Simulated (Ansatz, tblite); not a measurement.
**Al12N12 wurtzite hole sphere (Al₁₂N₁₂H₃₀): rung by rung**

How do method and basis change the picture of Al12N12 wurtzite hole sphere (Al₁₂N₁₂H₃₀) (singlet)?

The runs use Ansatz 0.2.0, Gaussian basis; as each input shows.

Plan: GFN1-xTB, GFN2-xTB, PBE-D4/def2-SVP, r2SCAN-D4/def2-SVP.

1 further run of the same task is left out (set aside as unsound or not needed). Runs told in other sessions of the task aren't counted.

### Step 1. The structure

The geometry is that of the singlet, from an earlier relaxation (PBE-D4/def2-SVP).

54 atoms, charge 0, spin multiplicity 1.

Bond lengths: Al1–N2 1.999 Å, Al1–N5 1.953 Å, Al1–H25 1.612 Å, Al1–H26 1.612 Å, N2–Al7 1.942 Å, N2–H27 1.032 Å, N2–H28 1.032 Å, Al3–N4 1.964 Å, Al3–N5 1.880 Å, Al3–N14 1.964 Å, Al3–H29 1.599 Å, N4–Al9 1.964 Å, N4–H30 1.038 Å, N4–H31 1.032 Å, N5–Al6 1.919 Å, N5–Al15 1.919 Å, Al6–N8 1.953 Å, Al6–N10 1.919 Å and more. Angles: N2–Al1–N5 102.7°, N2–Al1–H25 104.7°, N2–Al1–H26 104.7°, N5–Al1–H25 110.8°, N5–Al1–H26 110.8°, H25–Al1–H26 121.1°, Al1–N2–Al7 116.0°, Al1–N2–H27 108.4°, Al1–N2–H28 108.4°, Al7–N2–H27 109.7°, Al7–N2–H28 109.7°, H27–N2–H28 103.9°, N4–Al3–N5 106.9°, N4–Al3–N14 102.5°, N4–Al3–H29 110.1°, N5–Al3–N14 106.9°, N5–Al3–H29 119.0°, N14–Al3–H29 110.1° and more.

PBE0-D4/def2-SVP was run before; its log isn't repeated, and its numbers join the tables.

### Step 2. GFN1-xTB

Tight binding, by tblite at 300 K electronic temperature and without a spin-polarisation term:

```python
tblite.interface.Calculator('GFN1-xTB', numbers, positions, charge=0, uhf=0).singlepoint()
```

Energy -1921.8536 eV, HOMO -8.86 eV, LUMO -4.61 eV; 0.32 s.

### Step 3. GFN2-xTB

Tight binding, by tblite at 300 K electronic temperature and without a spin-polarisation term:

```python
tblite.interface.Calculator('GFN2-xTB', numbers, positions, charge=0, uhf=0).singlepoint()
```

Energy -1750.0297 eV, HOMO -10.05 eV, LUMO -5.27 eV; 0.28 s.

### Step 4. PBE-D4/def2-SVP

start.molden holds the orbitals of an earlier run on this state, given as this run's starting guess.

Contents of in.yaml:

```yaml
crystal:
  periodic: [false, false, false]
  atoms:
    - {symbol: Al, position_ang: [0.000375, -3.688073, -0.080652]}
    - {symbol: N, position_ang: [0.001492, -3.599099, 1.916020]}
    - {symbol: Al, position_ang: [-0.001039, -1.931488, -2.471148]}
    - {symbol: N, position_ang: [-1.533716, -0.884530, -3.114505]}
    - {symbol: N, position_ang: [-0.000085, -1.804043, -0.595405]}
    - {symbol: Al, position_ang: [-1.591308, -0.919062, 0.009916]}
    - {symbol: Al, position_ang: [0.001722, -1.818004, 2.689857]}
    - {symbol: N, position_ang: [-1.506662, -0.870973, 1.960850]}
    - {symbol: Al, position_ang: [-1.674670, 0.965862, -2.470077]}
    - {symbol: N, position_ang: [-1.562946, 0.901751, -0.594380]}
    - {symbol: Al, position_ang: [-3.193718, 1.844362, -0.078151]}
    - {symbol: Al, position_ang: [-1.572575, 0.908434, 2.690928]}
    - {symbol: N, position_ang: [-3.116250, 1.797961, 1.918469]}
    - {symbol: N, position_ang: [1.530605, -0.884043, -3.116183]}
    - {symbol: Al, position_ang: [1.591563, -0.918631, 0.008152]}
    - {symbol: N, position_ang: [1.509053, -0.870587, 1.959179]}
    - {symbol: Al, position_ang: [1.671632, 0.966401, -2.471937]}
    - {symbol: N, position_ang: [-0.002017, 1.769435, -3.114827]}
    - {symbol: N, position_ang: [1.562026, 0.902190, -0.596120]}
    - {symbol: Al, position_ang: [-0.000248, 1.837478, 0.008932]}
    - {symbol: Al, position_ang: [1.575358, 0.908826, 2.689194]}
    - {symbol: N, position_ang: [0.000884, 1.741022, 1.959807]}
    - {symbol: Al, position_ang: [3.193102, 1.845268, -0.081697]}
    - {symbol: N, position_ang: [3.118010, 1.798630, 1.915004]}
    - {symbol: H, position_ang: [-1.403221, -4.384924, -0.457859]}
    - {symbol: H, position_ang: [1.403639, -4.384732, -0.459428]}
    - {symbol: H, position_ang: [-0.811092, -4.130982, 2.265646]}
    - {symbol: H, position_ang: [0.814591, -4.130783, 2.264743]}
    - {symbol: H, position_ang: [-0.001159, -3.379845, -3.148626]}
    - {symbol: H, position_ang: [-2.373850, -1.370094, -2.744972]}
    - {symbol: H, position_ang: [-1.641416, -0.946430, -4.139147]}
    - {symbol: H, position_ang: [-2.922872, -1.687615, -0.479427]}
    - {symbol: H, position_ang: [0.002640, -1.938133, 4.286735]}
    - {symbol: H, position_ang: [-2.353564, -1.360136, 2.300446]}
    - {symbol: H, position_ang: [-2.929357, 1.690185, -3.146700]}
    - {symbol: H, position_ang: [-4.499820, 0.978971, -0.456501]}
    - {symbol: H, position_ang: [-3.093904, 3.408455, -0.454494]}
    - {symbol: H, position_ang: [-1.674632, 0.968386, 4.287936]}
    - {symbol: H, position_ang: [-3.982579, 1.358314, 2.267190]}
    - {symbol: H, position_ang: [-3.171678, 2.767369, 2.268590]}
    - {symbol: H, position_ang: [1.637202, -0.945959, -4.140938]}
    - {symbol: H, position_ang: [2.371300, -1.369319, -2.747537]}
    - {symbol: H, position_ang: [2.922812, -1.686779, -0.482711]}
    - {symbol: H, position_ang: [2.356455, -1.359546, 2.297816]}
    - {symbol: H, position_ang: [2.925269, 1.691214, -3.149970]}
    - {symbol: H, position_ang: [-0.002579, 1.893984, -4.139429]}
    - {symbol: H, position_ang: [-0.001949, 2.739690, -2.744989]}
    - {symbol: H, position_ang: [-0.000805, 3.374773, -0.480868]}
    - {symbol: H, position_ang: [1.679158, 0.968866, 4.286084]}
    - {symbol: H, position_ang: [0.000943, 2.719242, 2.298854]}
    - {symbol: H, position_ang: [4.499023, 0.980346, -0.461745]}
    - {symbol: H, position_ang: [3.092316, 3.409372, -0.457732]}
    - {symbol: H, position_ang: [3.984794, 1.359044, 2.262669]}
    - {symbol: H, position_ang: [3.173736, 2.768011, 2.265151]}
basis:
  gaussian: {orbitals: def2-SVP, fitting: {mean_field: def2-universal-jkfit}, initial_orbitals: start.molden}
hamiltonian: {xc: pbe, dispersion: d4}
scf: {omitted_lower_state_checks: [starts]}
output: {orbitals: {seedname: orbitals}}
```

Started as:

```bash
$ ansatz run in.yaml --threads 2 --pin off --events-out ev --progress --plain --max-ram 32768MiB --backend cuda --devices 0, --max-vram 18GiB
```

The runs that follow: r2SCAN-D4/def2-SVP.

Before running them: what should the planned runs give, taken together? Wanted: gap in def2-SVP, named functionals, smallest and largest; binding an atom, functionals in def2-SVP.

As calculated:

| quantity | value |
| --- | --- |
| gap in def2-SVP, named functionals, smallest and largest | 5.02 eV (PBE-D4), 7.12 eV (PBE0-D4) |
| binding an atom, functionals in def2-SVP | 3.69 (PBE0-D4) to 3.74 eV (PBE-D4) |

What this shows: Orbital gaps of the named functionals in def2-SVP span 5.02 eV (PBE-D4) to 7.12 eV (PBE0-D4); exact exchange widens it.
